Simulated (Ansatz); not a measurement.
ReSbN: equation of state with PBE

The system is ReSbN.

```xyz
6
Lattice="3.4321 0.0000 0.0000 0.0000 3.4321 0.0000 0.0000 0.0000 8.5926" Properties=species:S:1:pos:R:3 pbc="T T T"
Re    0.0000    1.7161    7.5034
Re    1.7161    0.0000    1.0892
Sb    0.0000    1.7161    2.8653
Sb    1.7161    0.0000    5.7273
N     0.0000    0.0000    0.0000
N     1.7161    1.7161    0.0000
```

The cell comes from a database or a generator and needn't be the stable form of this composition.

```json
{
  "Program": "Ansatz 0.2.0",
  "Task": "equation of state",
  "Functional": "PBE",
  "Potentials or basis": "Ansatz PAW",
  "Cutoff": "420 eV",
  "Density cutoff": "1680 eV",
  "k mesh": "8 × 8 × 3",
  "Occupations": "fermi-dirac, width 0.05 eV",
  "Spin": "no spin polarisation"
}
```

| Item | Value |
| --- | --- |
| Equilibrium volume | 16.74 Å³/atom |
| Bulk modulus at fixed shape and positions | 179 GPa |
| Pressure derivative of the bulk modulus | 4.5 |

Energy against volume, from the lowest point:
| volume (Å³/atom) | energy (meV/atom) |
| --- | --- |
| 15.857 | 28.42 |
| 16.195 | 10.17 |
| 16.532 | 0.99 |
| 16.869 | 0.00 |
| 17.207 | 6.25 |
| 17.544 | 19.03 |
| 17.882 | 37.62 |

All runs of the series together: 51 s on 2 threads of Intel(R) Xeon(R) Processor @ 2.50GHz (Skylake/Cascade Lake), on a shared host.

Caveat: the cell was scaled at fixed shape and fractional positions, which overstates the stiffness of a crystal with free parameters, most of all of layers and chains; this functional lacks dispersion, which binds the layers, so the pressure and a relaxed spacing across them are unreliable. The run has no spin-orbit coupling, so splittings on Re, Sb are missing.
